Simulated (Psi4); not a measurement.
# CAM-B3LYP/def2-SVPD run of CH3BFN (SMILES C#[N+][BH2-]F)

Aim: the vertical ionisation energy of CH3BFN at CAM-B3LYP/def2-SVPD, from 2 runs. 

The calculation is run with Psi4 1.11.

1 further run of the same task is left out (set aside as unsound or not needed).

### Step 1. The structure to begin with

CH3BFN has 7 atoms, charge 0, and is taken as a singlet. As SMILES, `C#[N+][BH2-]F`. Geometry: relaxed at GFN2-xTB.

Bond lengths: C1–N2 1.144 Å, N2–B3 1.502 Å, B3–F4 1.390 Å, C1–H5 1.055 Å, B3–H6 1.193 Å, B3–H7 1.192 Å. Angles: C1–N2–B3 175.1°, N2–B3–F4 105.3°, N2–C1–H5 179.2°, N2–B3–H6 105.1°, N2–B3–H7 105.1°, F4–B3–H6 112.4°, F4–B3–H7 112.5°, H6–B3–H7 115.4°.

### Step 2. Energy and forces at CAM-B3LYP/def2-SVPD

File input.json:

```json
{
  "schema_name": "qcschema_input",
  "schema_version": 1,
  "molecule": {
    "schema_name": "qcschema_molecule",
    "schema_version": 2,
    "symbols": ["C", "N", "B", "F", "H", "H", "H"],
    "geometry": [-2.44141277, 1.50614952, -1.28310514, -0.6920933, 0.60261476, -0.39166464, 1.48978449, -0.79629279, 0.76435642, 0.74090492, -3.31388042, 0.8280213, -4.04116042, 2.36569144, -2.10628874, 1.72452627, 0.08382825, 2.82617991, 3.21946971, -0.44811076, -0.63748021],
    "molecular_charge": 0,
    "molecular_multiplicity": 1,
    "fix_symmetry": "c1",
    "fix_com": true,
    "fix_orientation": true
  },
  "driver": "gradient",
  "model": {
    "method": "cam-b3lyp",
    "basis": "def2-SVPD"
  },
  "keywords": {
    "puream": true,
    "e_convergence": 1e-09,
    "d_convergence": 1e-08,
    "scf_type": "pk",
    "dft_radial_points": 99,
    "dft_spherical_points": 590,
    "scf_properties": ["WIBERG_LOWDIN_INDICES", "QUADRUPOLE", "MULLIKEN_CHARGES"]
  }
}
```

Started as:

```bash
$ psi4 --qcschema input.json -n 1 --memory 1600MB
```

stdout:

```text
[...]
  Running in c1 symmetry.
[...]
  Nuclear repulsion =   99.541678634548859
[...]
  Multiplicity = 1
[...]
  Nalpha       = 15
  Nbeta        = 15
[...]
    Number of basis functions: 107
[...]
   @RKS iter   1:  -218.95712050181322   -6.23365e-01   5.40664e-03 DIIS/ADIIS
[...]
   @RKS iter  12:  -219.11220696984176   -3.06954e-12   2.65833e-09 DIIS
[...]
  @RKS Final Energy:  -219.11220696984176
   => Energetics <=
    Nuclear Repulsion Energy =             99.5416786345488589
    One-Electron Energy =                -496.4006185144697838
    Two-Electron Energy =                 198.1306033395066208
    DFT Exchange-Correlation Energy =     -20.3838704294274642
    Empirical Dispersion Energy =           0.0000000000000000
    VV10 Nonlocal Energy =                  0.0000000000000000
    Total Energy =                       -219.1122069698417647
[...]
 Multipole Moments:
 ------------------------------------------------------------------------------------
     Multipole            Electronic (a.u.)      Nuclear  (a.u.)        Total (a.u.)
 ------------------------------------------------------------------------------------
 L = 1.  Multiply by 2.5417464519 to convert [e a0] to [Debye]
 Dipole X            :          2.6410204           -4.4732274           -1.8322070
 Dipole Y            :         20.2423709          -18.5497784            1.6925925
 Dipole Z            :         -1.9661805            0.9161014           -1.0500790
 Magnitude           :                                                    2.7063847
 L = 2.  Multiply by 1.3450342976 to convert [e a0^2] to [Debye ang]
 Quadrupole XX       :        -98.7185841           84.8236335          -13.8949506
 Quadrupole XY       :         61.4158421          -63.8694651           -2.4536230
[...]
  Mulliken Charges: (a.u.)
   Center  Symbol    Alpha    Beta     Spin     Total
       1     C     2.97905  2.97905  0.00000  0.04191
       2     N     3.06518  3.06518  0.00000  0.86964
       3     B     2.87730  2.87730  0.00000 -0.75461
       4     F     4.75115  4.75115  0.00000 -0.50229
       5     H     0.64935  0.64935  0.00000 -0.29870
       6     H     0.33908  0.33908  0.00000  0.32183
       7     H     0.33889  0.33889  0.00000  0.32222
   Total alpha = 15.00000, Total beta = 15.00000, Total charge =  0.00000
  Wiberg Bond Indices using Orthogonal Lowdin Orbitals:
[...]
  -Total Gradient:
     Atom            X                  Y                   Z
    ------   -----------------  -----------------  -----------------
       1       -0.020392304426     0.008589181296    -0.010026997671
       2        0.030801955778    -0.016519660127     0.015751221870
       3       -0.015032504493     0.015007279559    -0.008916470999
       4        0.004335848435     0.013738293368    -0.000227252794
       5        0.015167903019    -0.008063189261     0.007753959054
       6       -0.003765932993    -0.007647882470    -0.010601113209
       7       -0.011107458771    -0.005083131602     0.006266723705
[...]
```

The result, in JSON:

```text
{
 "driver": "gradient",
 "model": {
  "method": "cam-b3lyp",
  "basis": "def2-SVPD"
 },
 "success": true,
 "return_result": [-0.0203923044263431, 0.008589181295876575, -0.010026997670658705, 0.03080195577771816, -0.016519660126529945, 0.01575122186960337, -0.015032504492571597, 0.015007279558767852, -0.008916470998837273, 0.004335848434620551, 0.013738293368216747, -0.0002272527942147745, 0.015167903018828005, -0.00806318926110347, 0.0077539590543214965, -0.0037659329932843086, -0.0076478824697527314, -0.010601113208914631, -0.011107458771240336, -0.005083131601992825, 0.006266723704894839],
 "properties": {
  "calcinfo_nbasis": 107,
  "calcinfo_nmo": 107,
  "calcinfo_nalpha": 15,
  "calcinfo_nbeta": 15,
  "calcinfo_natom": 7,
  "nuclear_repulsion_energy": 99.54167863454886,
  "return_energy": -219.11220696984176,
  "return_gradient": [-0.0203923044263431, 0.008589181295876575, -0.010026997670658705, 0.03080195577771816, -0.016519660126529945, 0.01575122186960337, -0.015032504492571597, 0.015007279558767852, -0.008916470998837273, 0.004335848434620551, 0.013738293368216747, -0.0002272527942147745, 0.015167903018828005, -0.00806318926110347, 0.0077539590543214965, -0.0037659329932843086, -0.0076478824697527314, -0.010601113208914631, -0.011107458771240336, -0.005083131601992825, 0.006266723704894839],
  "scf_one_electron_energy": -496.4006185144698,
  "scf_two_electron_energy": 198.13060333950662,
  "scf_xc_energy": -20.383870429427464,
  "scf_dipole_moment": [-1.8322070263046069, 1.692592510258379, -1.0500790166129876],
  "scf_total_energy": -219.11220696984176,
  "scf_total_gradient": [-0.0203923044263431, 0.008589181295876575, -0.010026997670658705, 0.03080195577771816, -0.016519660126529945, 0.01575122186960337, -0.015032504492571597, 0.015007279558767852, -0.008916470998837273, 0.004335848434620551, 0.013738293368216747, -0.0002272527942147745, 0.015167903018828005, -0.00806318926110347, 0.0077539590543214965, -0.0037659329932843086, -0.0076478824697527314, -0.010601113208914631, -0.011107458771240336, -0.005083131601992825, 0.006266723704894839],
  "scf_iterations": 12
 }
}
```

Run time: 43 s. Hardware: 1 thread of Intel Xeon Platinum 8275CL at 3.00GHz (Skylake/Cascade Lake), shared host; peak memory 0.75 GiB.

### Step 3. The doublet cation at the same level

File run.py:

```python
import psi4

psi4.set_memory(1600000000)
psi4.set_num_threads(1)
psi4.core.set_output_file('psi4.out', False)

m = psi4.geometry("""
1 2
C     -1.291940     0.797020    -0.678990
N     -0.366240     0.318890    -0.207260
B      0.788360    -0.421380     0.404480
F      0.392070    -1.753630     0.438170
H     -2.138490     1.251870    -1.114600
H      0.912580     0.044360     1.495550
H      1.703670    -0.237130    -0.337340
symmetry c1
no_reorient
no_com
""")

options = {'reference': 'uks', 'puream': True, 'e_convergence': 1e-09, 'd_convergence': 1e-08, 'scf_type': 'pk', 'dft_radial_points': 99, 'dft_spherical_points': 590, 'maxiter': 200}
psi4.set_options(options)

e, wfn = psi4.gradient("cam-b3lyp/def2-SVPD", return_wfn=True)
psi4.oeprop(wfn, "WIBERG_LOWDIN_INDICES", "QUADRUPOLE", "LOWDIN_CHARGES", title="CAM-B3LYP")
print('gradient / Eh bohr^-1')
print(e.np.round(6))
print(f'energy = {wfn.energy():.10f} Eh')
```

Started as:

```bash
$ python run.py
```

psi4.out:

```text
[...]
  Running in c1 symmetry.
[...]
  Nuclear repulsion =   99.541678583170210
[...]
  Multiplicity = 2
[...]
  Nalpha       = 15
  Nbeta        = 14
[...]
    Number of basis functions: 107
[...]
   @UKS iter   1:  -218.65086322101149   -3.17108e-01   4.05880e-03 ADIIS/DIIS
[...]
   @UKS iter  15:  -218.73254573466147   -7.73070e-12   7.52946e-09 DIIS
[...]
   @S^2 Observed:                7.588301106E-01
[...]
  @UKS Final Energy:  -218.73254573466147
   => Energetics <=
    Nuclear Repulsion Energy =             99.5416785831702100
    One-Electron Energy =                -488.4734014436848497
    Two-Electron Energy =                 190.3559269423600995
    DFT Exchange-Correlation Energy =     -20.1567498165069416
    Empirical Dispersion Energy =           0.0000000000000000
    VV10 Nonlocal Energy =                  0.0000000000000000
    Total Energy =                       -218.7325457346614712
[...]
  -Total Gradient:
     Atom            X                  Y                   Z
    ------   -----------------  -----------------  -----------------
       1       -0.026391284455     0.011409962895    -0.013025656868
       2        0.025054431718    -0.012572070096     0.012648179474
       3        0.066895428152     0.068147091325     0.018380204143
       4       -0.019770927472    -0.033897567113    -0.003337916514
       5        0.022516804610    -0.011954904821     0.011509847421
       6       -0.027480705039    -0.012900850978    -0.028469069418
       7       -0.040816886050    -0.008209232962     0.002293968909
[...]
 Multipole Moments:
 ------------------------------------------------------------------------------------
     Multipole            Electronic (a.u.)      Nuclear  (a.u.)        Total (a.u.)
 ------------------------------------------------------------------------------------
 L = 1.  Multiply by 2.5417464519 to convert [e a0] to [Debye]
 Dipole X            :          3.5733505           -4.4732274           -0.8998769
 Dipole Y            :         19.6912712          -18.5497784            1.1414928
 Dipole Z            :         -1.4786434            0.9161014           -0.5625420
 Magnitude           :                                                    1.5586012
 L = 2.  Multiply by 1.3450342976 to convert [e a0^2] to [Debye ang]
 Quadrupole XX       :        -91.3846626           84.8236335           -6.5610291
 Quadrupole XY       :         59.5324490          -63.8694652           -4.3370162
[...]
```

Standard output:

```text
gradient / Eh bohr^-1
[[-0.026391  0.01141  -0.013026]
 [ 0.025054 -0.012572  0.012648]
 [ 0.066895  0.068147  0.01838 ]
 [-0.019771 -0.033898 -0.003338]
 [ 0.022517 -0.011955  0.01151 ]
 [-0.027481 -0.012901 -0.028469]
 [-0.040817 -0.008209  0.002294]]
energy = -218.7325457347 Eh
```

Wall time 69 s (1 thread of Intel Xeon Platinum 8275CL at 3.00GHz (Skylake/Cascade Lake), shared host); peak memory 0.75 GiB.

### Step 4. Outcome

At CAM-B3LYP/def2-SVPD:

```
                                          quantity          value
                      singlet CH3BFN: total energy  -219.11221 Eh
                     singlet CH3BFN: dipole moment         6.88 D
                       singlet CH3BFN: HOMO energy       -9.11 eV
                       singlet CH3BFN: LUMO energy       -0.62 eV
                     singlet CH3BFN: HOMO–LUMO gap        8.49 eV
          singlet CH3BFN: largest force on an atom     1.971 eV/Å
                      doublet cation: total energy  -218.73255 Eh
doublet cation: HOMO energy (highest over α and β)      -18.02 eV
 doublet cation: LUMO energy (lowest over α and β)      -11.59 eV
                              doublet cation: ⟨S²⟩          0.759
          doublet cation: largest force on an atom     5.001 eV/Å
vertical ionisation energy (to the doublet cation)      10.331 eV
```

What this shows: Removing an electron at fixed nuclei costs 10.33 eV (238 kcal/mol). The largest force (singlet CH3BFN) is 1.97 eV/Å: the shape isn't a stationary point for this species at this level. −ε(HOMO) before ionisation, 9.11 eV, is 1.23 eV below this ionisation energy.
